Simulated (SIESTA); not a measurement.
# Hf2Ge under changes of volume

One of the cells (19.482 Å³/atom); the others are scaled copies at fixed shape and fractional positions:

```
CELL_PARAMETERS angstrom
-3.31206 3.31206 2.66400
3.31206 -3.31206 2.66400
3.31206 3.31206 -2.66400
ATOMIC_POSITIONS crystal
Hf 0.65576 0.15576 0.81152
Hf 0.15576 0.34424 0.50000
Hf 0.34424 0.84424 0.18848
Hf 0.84424 0.65576 0.50000
Ge 0.25000 0.25000 0.00000
Ge 0.75000 0.75000 0.00000
```

The cell comes from a database or a generator and needn't be the stable form of this composition.

- Program: SIESTA 5.4.2
- Functional: PBEsol
- Potentials or basis: PseudoDojo 0.4 standard (PBEsol files)
- Basis: DZP (energy shift 0.003 Ry; two zetas on semicore shells)
- Grid cutoff: 800 Ry
- Energy shift: 0.003 Ry
- k mesh: 7 × 7 × 7
- Occupations: fermi-dirac, width 0.05 eV
- Spin: no spin polarisation

| volume (Å³/atom) | energy over the lowest point (meV/atom) | pressure (GPa) | largest force (eV/Å) |
| --- | --- | --- | --- |
| 17.954 | ? | ? | ? |
| 18.336 | 6.88 | 4.5 | 0.089 |
| 18.718 | 0.00 | 1.3 | 0.076 |
| 19.482 | 8.26 | -4.5 | 0.065 |
| 19.864 | 22.00 | -6.8 | 0.068 |
| 20.246 | 40.99 | -9.0 | 0.076 |

Task: What does the run at 17.954 Å³/atom give?

Result: Energy over the lowest point 21.83 meV/atom; pressure 8.1 GPa; largest force 0.102 eV/Å.

Worked out: A Birch-Murnaghan fit of order 3 (a polynomial in V^(-2/3)) to the other rows has its minimum at 18.87 Å³/atom with B0 = V·E''(V) = 151 GPa and B' = 4.7 at fixed shape and positions, which overstates the stiffness. It gives 22.40 meV/atom at 17.954 Å³/atom, against the run's 21.83, and -dE/dV = 8.5 GPa, against 8.1.

Energies are extrapolated to zero smearing.

Caveats: short orbitals over semicore shells can move pressures by several GPa; the basis of atomic orbitals isn't converged, which shifts pressures, moduli and gaps.
